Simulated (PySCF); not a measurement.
# C3H7FOSi: the cost of one run

Computed with PySCF 2.14.0, with density-fitted response routines of our own, on a single molecule in the gas phase. Atoms count from 0, in the outputs and in this text.

## 1. The molecule as given

13 atoms, charge 0, multiplicity 1; geometry from: GFN2-xTB. The atoms were then displaced at random by about 0.01 Å, so the start is not that level's minimum.

Bonds of the start (Å): C0–C1 1.54, C1–O2 1.44, O2–Si3 1.60, Si3–C4 1.91, C4–F5 1.37, C4–C1 1.54, C0–H6 1.10, C0–H7 1.08, C0–H8 1.06, C1–H9 1.10, Si3–H10 1.46, Si3–H11 1.48, C4–H12 1.12.

## 2. Relaxing the molecule at PBE0-D3(BJ)/def2-SVP

The job: settings as JSON, then the geometry in Å.

```
{"job": {"xc": "PBE0", "basis": "def2-SVP", "d3": "d3bj", "grid": 1, "shake": 0.01, "kind": "geom"}, "charge": 0, "multiplicity": 1}
C      1.656500    -0.270380    -0.289610
C      0.448800     0.538280     0.226220
O     -0.110870    -0.071050     1.405820
Si    -1.527180    -0.499830     0.799270
C     -0.800330     0.478480    -0.674110
F     -0.599530    -0.151720    -1.869670
H      2.039390     0.231100    -1.186860
H      2.427870    -0.286250     0.460270
H      1.320740    -1.250330    -0.522800
H      0.749440     1.561120     0.495580
H     -1.711070    -1.932540     0.570660
H     -2.657720     0.157060     1.491880
H     -1.230210     1.479170    -0.916990
```

The run is started by

```bash
$ OMP_NUM_THREADS=1 python probes_run.py task.json out
```

This one command runs all jobs of the session in turn.

Q: Estimate the wall time and peak memory of this first job on 1 thread of Arm Neoverse N1, shared host.

About 43 s, with a peak of 0.5 GiB.
